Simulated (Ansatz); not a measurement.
Working through an atomisation energy of CH4GeOS, SMILES O[CH]1[S][GeH2]1

With the Ansatz DFT code, driven from Python.

Run as a notebook:

```python
from collections import Counter

import ansatz as az
```

```python
def energy_of(molecule, charge=0, unpaired=0):
    calc = (
        molecule.calculation()
        .basis(gaussian="6-31G*")
        .correlation("MP2")
    )
    if charge:
        calc = calc.charge(charge)
    if unpaired:
        calc = calc.spin("collinear", total=unpaired)
    report = calc.run(threads=1, backend="cpu").report
    if report["published_state_doubts"]:
        print("  doubts:", report["published_state_doubts"])
    return report["free_energy_ev"]

GEOMETRY = """
O    -0.76230    0.17480   -1.43770
C    -0.50800    0.55730   -0.13110
S    -1.55290   -0.32570    1.01040
Ge    0.79540   -0.65040    0.66760
H    -0.08670    0.61280   -2.01640
H    -0.37070    1.65750    0.08500
H     1.57580   -0.11290    1.86650
H     1.00150   -1.97050   -0.10020
"""
```

```python
molecule = az.Crystal.molecule()
for line in GEOMETRY.strip().splitlines():
    symbol, *xyz = line.split()
    molecule = molecule.atom(symbol, [float(v) for v in xyz])

unpaired = {"O": 2, "C": 2, "S": 2, "Ge": 2, "H": 1}
counts = Counter(site.symbol for site in molecule.cartesian_sites)
atom_energy = {s: energy_of(az.Crystal.molecule().atom(s, (0, 0, 0)), 0, unpaired[s]) for s in counts}
whole = energy_of(molecule, 0, 0)
for s, e in atom_energy.items():
    print(f"{s:2s} x{counts[s]}  {e:14.5f} eV")
print(f"CH4GeOS: {whole:.5f} eV")
split = sum(counts[s] * e for s, e in atom_energy.items()) - whole
print(f"atomisation energy (no zero-point term): {23.060548 * split:.1f} kcal/mol, {split / sum(counts.values()):.3f} eV an atom")
```

    O  x1     -2037.58957 eV
    C  x1     -1026.76650 eV
    S  x1    -10817.97849 eV
    Ge x1    -56470.45030 eV
    H  x4       -13.55761 eV
    CH4GeOS: -70430.46111 eV
    atomisation energy (no zero-point term): 540.7 kcal/mol, 2.931 eV an atom

540.7 kcal/mol from the electronic energies, without the zero-point term.

Reading the output:
- Total energies depend on the basis set; only differences at equal settings carry meaning.
- The geometry is a force-field or estimated start, not a minimum of this method, and the basis set is short of its limit. All parts are taken at fixed geometry, without zero-point energy.
- In double-zeta sets correlated atomisation energies come out some 10 to 15 % low.
- Timing: 2.9 s on 1 thread of Arm Neoverse V1, on a shared host, peak memory 0.23 GiB.

(Lines on the test bed's own set-up are left out of the output.)
